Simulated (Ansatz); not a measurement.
# CH6BFSi: basis-set convergence

An exercise on one series of results from a longer session: the logs are not shown, and one member is left open.

The runs use Ansatz 0.2.0, Gaussian basis; one geometry, several basis sets.

Plan: PBE0-D4/def2-SVP; ωB97M-V/def2-SVP; PBE0-D4/def2-QZVPP; ωB97M-V/def2-QZVPP; the functionals' def2-TZVPP values are taken from earlier runs.

### Structure used throughout

An earlier PBE0-D4 in a triple-zeta def2 set relaxation fixed the geometry.

SMILES `B[SiH2]CF`, 10 atoms, charge 0, spin multiplicity 1.

Atoms are counted from 1 here; the program's logs count them from 0.

Bond lengths: B1–Si2 2.011 Å, B1–H5 1.196 Å, B1–H6 1.196 Å, Si2–C3 1.898 Å, Si2–H7 1.491 Å, Si2–H8 1.492 Å, C3–F4 1.391 Å, C3–H9 1.096 Å, C3–H10 1.096 Å. Angles: Si2–B1–H5 119.4°, Si2–B1–H6 123.5°, H5–B1–H6 117.2°, B1–Si2–C3 112.6°, B1–Si2–H7 109.2°, B1–Si2–H8 108.9°, C3–Si2–H7 109.1°, C3–Si2–H8 109.0°, H7–Si2–H8 107.8°, Si2–C3–F4 111.4°, Si2–C3–H9 110.9°, Si2–C3–H10 110.9°, F4–C3–H9 108.0°, F4–C3–H10 108.1°, H9–C3–H10 107.4°.

The first run:

The input, in.yaml:

```yaml
crystal:
  periodic: [false, false, false]
  atoms:
    - {symbol: B, position_ang: [-1.700868, 0.681748, -0.301071]}
    - {symbol: Si, position_ang: [-0.119680, -0.553841, -0.431921]}
    - {symbol: C, position_ang: [1.348680, 0.024832, 0.621749]}
    - {symbol: F, position_ang: [2.425701, -0.848509, 0.514486]}
    - {symbol: H, position_ang: [-2.690242, 0.436408, -0.926376]}
    - {symbol: H, position_ang: [-1.714791, 1.665645, 0.379346]}
    - {symbol: H, position_ang: [0.311302, -0.651088, -1.856429]}
    - {symbol: H, position_ang: [-0.531819, -1.916278, 0.014454]}
    - {symbol: H, position_ang: [1.685978, 1.019574, 0.309545]}
    - {symbol: H, position_ang: [1.068638, 0.090308, 1.679120]}
basis:
  gaussian: {orbitals: def2-SVP}
hamiltonian: {xc: pbe0, dispersion: d4}
output: {orbitals: {seedname: orbitals}}
```

On the command line:

```
> ansatz run in.yaml --threads 2 --pin off --events-out ev --progress --plain --max-ram 4352MiB
```

Among the steps run: PBE0-D4 in def2-SVP; ωB97M-V in def2-SVP; PBE0-D4 in def2-QZVPP; ωB97M-V in def2-QZVPP.

One of the session's tables, all rows but one given; the rest of the session is left out.

It belongs to the step «Density functionals: the series». 

| functional | basis | HOMO (eV) | LUMO (eV) |
| --- | --- | --- | --- |
| PBE0-D4 | def2-SVP | ? | ? |
| PBE0-D4 | def2-TZVPP | -8.31 | -2.62 |
| PBE0-D4 | def2-QZVPP | -8.33 | -2.63 |
| ωB97M-V | def2-SVP | -10.43 | -0.51 |
| ωB97M-V | def2-TZVPP | -10.54 | -0.66 |
| ωB97M-V | def2-QZVPP | -10.56 | -0.70 |

Q: Estimate the row for PBE0-D4, def2-SVP from the others.

**Answer.** HOMO (eV): -8.22; LUMO (eV): -2.58. In the column «HOMO (eV)» it is the highest.
